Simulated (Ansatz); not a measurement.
**AlClH₄OSSi: up Jacob's ladder to CCSD(T)**

The task here is to estimate one member of a computed series from the others.

Program: Ansatz 0.2.0, Gaussian basis. Level of theory: functionals in def2-TZVPP, the program's frozen cores in correlated methods. These are calculated values, not measurements.

Levels to be run: LDA (SPW92), PBE-D4, revPBE-D4, BLYP-D4, r2SCAN-D4, B97M-V, PBE0-D4, B3LYP-D4, r2SCANh-D4, r2SCAN0-D4, HSE06-D4, BHLYP-D4, CAM-B3LYP-D4, LC-ωPBE, ωB97X-V, ωB97M-V, B2PLYP, PBE-QIDH; CCSD(T)/def2-SVP; CCSD(T)/def2-TZVPP; MP2/def2-QZVPP; extrapolation to the limit; RPA on PBE.

## Structure used throughout

An earlier PBE0-D4 in a triple-zeta def2 set relaxation fixed the geometry.

SMILES `[SiH3][O][Al]([SH])[Cl]`, 9 atoms, charge 0, spin multiplicity 1.

Atoms are counted from 1 here; the program's logs count them from 0.

Bond lengths: Si1–O2 1.629 Å, Si1–H6 1.486 Å, Si1–H7 1.486 Å, Si1–H8 1.486 Å, O2–Al3 1.668 Å, Al3–S4 2.161 Å, Al3–Cl5 2.081 Å, S4–H9 1.345 Å. Angles: O2–Si1–H6 110.2°, O2–Si1–H7 109.3°, O2–Si1–H8 109.9°, H6–Si1–H7 109.1°, H6–Si1–H8 109.2°, H7–Si1–H8 109.1°, Si1–O2–Al3 165.9°, O2–Al3–S4 120.9°, O2–Al3–Cl5 120.6°, S4–Al3–Cl5 118.4°, Al3–S4–H9 92.0°.

Geometry (Å):

| atom | x (Å) | y (Å) | z (Å) |
| --- | --- | --- | --- |
| Si1 | -1.7492 | -0.0326 | 0.0685 |
| O2 | -0.1228 | 0.0376 | -0.0007 |
| Al3 | 1.4749 | 0.5127 | -0.0688 |
| S4 | 3.0669 | -0.9475 | -0.1081 |
| Cl5 | 1.9797 | 2.5313 | -0.1174 |
| H6 | -2.3449 | 0.8129 | -0.9985 |
| H7 | -2.1884 | -1.4389 | -0.1238 |
| H8 | -2.2209 | 0.4475 | 1.3934 |
| H9 | 2.1932 | -1.9693 | -0.0617 |

The first run:

Contents of in.yaml:

```yaml
crystal:
  periodic: [false, false, false]
  atoms:
    - {symbol: Si, position_ang: [-1.749216, -0.032585, 0.068496]}
    - {symbol: O, position_ang: [-0.122769, 0.037633, -0.000707]}
    - {symbol: Al, position_ang: [1.474860, 0.512683, -0.068778]}
    - {symbol: S, position_ang: [3.066885, -0.947539, -0.108119]}
    - {symbol: Cl, position_ang: [1.979671, 2.531337, -0.117370]}
    - {symbol: H, position_ang: [-2.344868, 0.812917, -0.998549]}
    - {symbol: H, position_ang: [-2.188356, -1.438913, -0.123777]}
    - {symbol: H, position_ang: [-2.220858, 0.447499, 1.393365]}
    - {symbol: H, position_ang: [2.193151, -1.969334, -0.061661]}
basis:
  gaussian: {orbitals: def2-TZVPP}
hamiltonian: {xc: lda}
output: {orbitals: {seedname: orbitals}}
```

The run is started by

```sh
> ansatz run in.yaml --threads 4 --pin off --events-out ev --progress --plain --max-ram 10444MiB
```

Among the steps run: LDA; PBE-D4 (GGA); revPBE-D4 (GGA); BLYP-D4 (GGA); r2SCAN-D4 (meta-GGA); B97M-V (meta-GGA); B3LYP-D4 (hybrid); r2SCANh-D4 (hybrid); r2SCAN0-D4 (hybrid); HSE06-D4 (hybrid); BHLYP-D4 (hybrid); CAM-B3LYP-D4 (range-separated); LC-ωPBE (range-separated); ωB97X-V (range-separated); ωB97M-V (range-separated); B2PLYP (double hybrid); PBE-QIDH (double hybrid).

One table of the session follows, with a row left open; its other results are not shown here.

It belongs to the step «Frontier levels by functional». 

```
  functional  HOMO (eV)  gap (eV)
 LDA (SPW92)      -6.97      4.94
      PBE-D4      -6.84      5.08
   revPBE-D4      -6.79      5.18
     BLYP-D4      -6.64      4.99
   r2SCAN-D4      -7.14      5.80
      B97M-V      -7.20      5.65
     PBE0-D4      -8.07      7.15
    B3LYP-D4          ?         ?
  r2SCANh-D4      -7.58      6.52
  r2SCAN0-D4      -8.26      7.58
    HSE06-D4      -7.66      6.38
    BHLYP-D4      -9.11      9.01
CAM-B3LYP-D4      -9.36      9.38
     LC-ωPBE     -10.81     12.06
     ωB97X-V     -10.43     11.47
     ωB97M-V     -10.25     10.99
```

Estimate the missing values for B3LYP-D4.

Worked estimate for «HOMO (eV)». Against the share of exact exchange, BLYP-D4 (0, -6.64), BHLYP-D4 (0.5, -9.11) give a slope of -4.94 per unit share; at 0.2 the line stands at -7.63.

As computed: HOMO (eV): -7.79; gap (eV): 6.63. In «HOMO (eV)» the line misses by +0.16.
